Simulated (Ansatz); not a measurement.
# GeH₃Se radical: how energies converge with the basis set

Aim: see how fast density functionals converge with the basis set for GeH₃Se radical.

Computed with Ansatz 0.2.0, Gaussian basis. Level: one geometry, several basis sets.

The runs, in order: PBE0-D4/def2-SVP; ωB97M-V/def2-SVP; PBE0-D4/def2-QZVPP; ωB97M-V/def2-QZVPP; the functionals' def2-TZVPP values are taken from earlier runs.

### 1 Structure used throughout

An earlier PBE0-D4 in a triple-zeta def2 set relaxation fixed the geometry.

SMILES `[GeH2][SeH]`, 5 atoms, charge 0, spin multiplicity 2.

Atoms are counted from 1 here; the program's logs count them from 0.

Bond lengths: Ge1–Se2 2.351 Å, Ge1–H3 1.550 Å, Ge1–H4 1.547 Å, Se2–H5 1.469 Å. Angles: Se2–Ge1–H3 109.3°, Se2–Ge1–H4 104.7°, H3–Ge1–H4 110.3°, Ge1–Se2–H5 92.9°.

### 2 PBE0-D4 in def2-SVP

The input, in.yaml:

```yaml
crystal:
  periodic: [false, false, false]
  atoms:
    - {symbol: Ge, position_ang: [-0.689492, -0.410779, 0.276227]}
    - {symbol: Se, position_ang: [0.635197, 1.451955, -0.274943]}
    - {symbol: H, position_ang: [0.167148, -1.698097, 0.171894]}
    - {symbol: H, position_ang: [-1.809085, -0.424334, -0.790830]}
    - {symbol: H, position_ang: [1.746332, 1.007556, 0.576252]}
basis:
  gaussian: {orbitals: def2-SVP}
magnetization: {spin_polarized: true, initial_magnetization: 1}
hamiltonian: {xc: pbe0, dispersion: d4}
output: {orbitals: {seedname: orbitals}}
```

Launch:

```
$ ansatz run in.yaml --threads 2 --pin off --events-out ev --progress --plain --max-ram 32768MiB --backend cpu
```

After this run come: ωB97M-V in def2-SVP; PBE0-D4 in def2-QZVPP; ωB97M-V in def2-QZVPP.

Q: Predict the results of all the runs planned. Wanted: PBE0-D4: double and triple zeta above quadruple; ωB97M-V: double and triple zeta above quadruple.

As calculated:

| quantity | value |
| --- | --- |
| PBE0-D4: double and triple zeta above quadruple | 17.79, 2.60 eV |
| ωB97M-V: double and triple zeta above quadruple | 17.68, 2.54 eV |

For PBE0-D4 the step from double to triple zeta gains 15.18 eV and the next only 2.60 eV. These are total energies; as a rule much of such shifts cancels in differences, which this series doesn't test.
